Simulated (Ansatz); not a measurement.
# P: the cost of one run

Program: Ansatz 0.2.0. Level of theory: DFT PBE, scalar-relativistic, plane waves, PAW. These are calculated values, not measurements.

2 further runs of the same task are left out: 2 set aside as unsound or not needed.

**1. Starting point**

Symmetry: Cmce, No. 64, orthorhombic system. The conventional cell has a = 3.309 Å, b = 11.286 Å, c = 4.564 Å, α = 90.00°, β = 90.00°, γ = 90.00°. P (site symmetry m) has 3 P at 2.23 to 2.26 Å as nearest neighbours.

As a file:

```xyz
4
Lattice="1.6547 -5.6432 0.0000 1.6547 5.6432 0.0000 0.0000 0.0000 4.5644" Properties=species:S:1:pos:R:3 pbc="T T T"
P     1.6547   -4.5821    0.3950
P     1.6547   -1.0611    2.6772
P     1.6547    4.5821    4.1694
P     1.6547    1.0611    1.8872
```

It is the result of an earlier relaxation at this level (volume 21.31 Å³/atom; gap on the mesh: 0.13 eV).

**2. A stricter relaxation**

The response runs start from a cell at rest, found with their own mesh and filling of the bands.

Contents of input.yaml:

```yaml
crystal:
  lattice:
    - [1.6547456629, -5.6432049475, 0.0]
    - [1.6547456629, 5.6432049475, 0.0]
    - [0.0, 0.0, 4.5643751969]
  atoms:
    - { symbol: P, position: [0.9059845537, 0.0940154463, 0.0865344401] }
    - { symbol: P, position: [0.5940154463, 0.4059845537, 0.5865344401] }
    - { symbol: P, position: [0.0940154463, 0.9059845537, 0.9134655599] }
    - { symbol: P, position: [0.4059845537, 0.5940154463, 0.4134655599] }
basis:
  ecutwfc: 420
kpoints:
  mp_grid: { grid: [12, 12, 8] }
hamiltonian:
  xc: pbe
scf:
  occupations: { method: gaussian, width: 0.01 }
output:
  forces: true
  stress: true
  eigenvalues: true
relax:
  adjacent_minimum: "off"
  f_tol: 0.001
  max_steps: 60
  cell: { stress_tol: 0.01 }
```

Started as:

```console
$ ansatz run input.yaml --threads 1 --pin off --max-ram 3072MiB --backend cpu --events-out ev --progress --plain --runs-dir out
```

What time and memory should one allow on 1 thread of Intel Xeon at 2.50GHz (Skylake/Cascade Lake), shared host?

About 2.6 min, with a peak of 0.56 GiB.
